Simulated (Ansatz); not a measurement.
# FH4NO2Si: molecular dynamics

Purpose: to follow the molecule's vibrations and see whether its bonds hold. The start is relaxed first. Runs: 300 steps of 0.5 fs at constant energy, with velocities drawn for 500 K. SMILES of the start: N[Si](O)(O)F.

All numbers below are computed with Ansatz 0.2.0 (RHF/def2-SVP).

### 1 The starting structure

Bond lengths: Si1–N2 1.820 Å, N2–H3 1.060 Å, N2–H4 1.060 Å, Si1–O5 1.680 Å, O5–H6 1.010 Å, Si1–O7 1.679 Å, O7–H8 1.010 Å, Si1–F9 1.589 Å. Angles: Si1–N2–H3 120.0°, Si1–N2–H4 120.0°, H3–N2–H4 120.0°, N2–Si1–O5 109.4°, N2–Si1–O7 109.5°, N2–Si1–F9 109.5°, O5–Si1–O7 109.5°, O5–Si1–F9 109.5°, O7–Si1–F9 109.5°, Si1–O5–H6 109.5°, Si1–O7–H8 109.5°.

As a file:

```xyz
9

Si    0.0000    0.0000    0.0000
N     0.0000    0.0000    1.8200
H    -0.8770   -0.2713    2.3500
H     0.8770    0.2713    2.3500
O     1.5842    0.0000   -0.5594
H     1.9006   -0.9521   -0.6761
O    -0.7913    1.3709   -0.5594
H    -1.7491    1.1401   -0.7818
F    -0.7489   -1.2974   -0.5295
```

### 2 Preparing the start

File input.yaml:

```yaml
crystal:
  periodic: [false, false, false]
  atoms:
    - { symbol: Si, position_ang: [0.0, 0.0, 0.0] }
    - { symbol: "N", position_ang: [0.0, 0.0, 1.82] }
    - { symbol: H, position_ang: [-0.877, -0.2713, 2.35] }
    - { symbol: H, position_ang: [0.877, 0.2713, 2.35] }
    - { symbol: O, position_ang: [1.5842, 0.0, -0.5594] }
    - { symbol: H, position_ang: [1.9006, -0.9521, -0.6761] }
    - { symbol: O, position_ang: [-0.7913, 1.3709, -0.5594] }
    - { symbol: H, position_ang: [-1.7491, 1.1401, -0.7818] }
    - { symbol: F, position_ang: [-0.7489, -1.2974, -0.5295] }
basis:
  gaussian: { orbitals: def2-SVP }
hamiltonian:
  xc: hf
relax:
  f_tol: 0.02
  max_steps: 40
```

Run with:

```
$ ansatz run input.yaml --threads 1 --pin off --max-ram 2048MiB --backend cpu --events-out ev --progress --plain --runs-dir out
```

After this run come: The run.

Q: Predict the outcome of this session. Wanted: relaxation of the start; temperature, first and last step; temperature, second half; potential energy, second half; largest change of the total energy; bonds formed or broken.

The runs gave:

| quantity | value |
| --- | --- |
| relaxation of the start | 16 moves, 0.976 eV lower |
| length | 300 steps of 0.5 fs |
| temperature, first and last step | 500 and 291 K |
| temperature, second half | mean 249 K, from 101 to 382 K |
| potential energy, second half | +25 meV/atom from the start |
| largest change of the total energy | 0.15 meV/atom |
| bonds formed or broken | 0 |

What this shows: The temperature starts at 500 K and averages 249 K in the second half, where it ranges from 101 to 382 K. About half is expected from a start at a minimum: kinetic energy passes into potential energy until both shares match. The total energy strays from its start by at most 0.15 meV/atom, 0.6 % of the mean kinetic energy, which is good for a step of 0.5 fs. The bonds all hold. A run of 150 fs with 9 atoms shows the motion but fixes no equilibrium value. The nuclei move classically, without zero-point motion, which matters most for hydrogen.
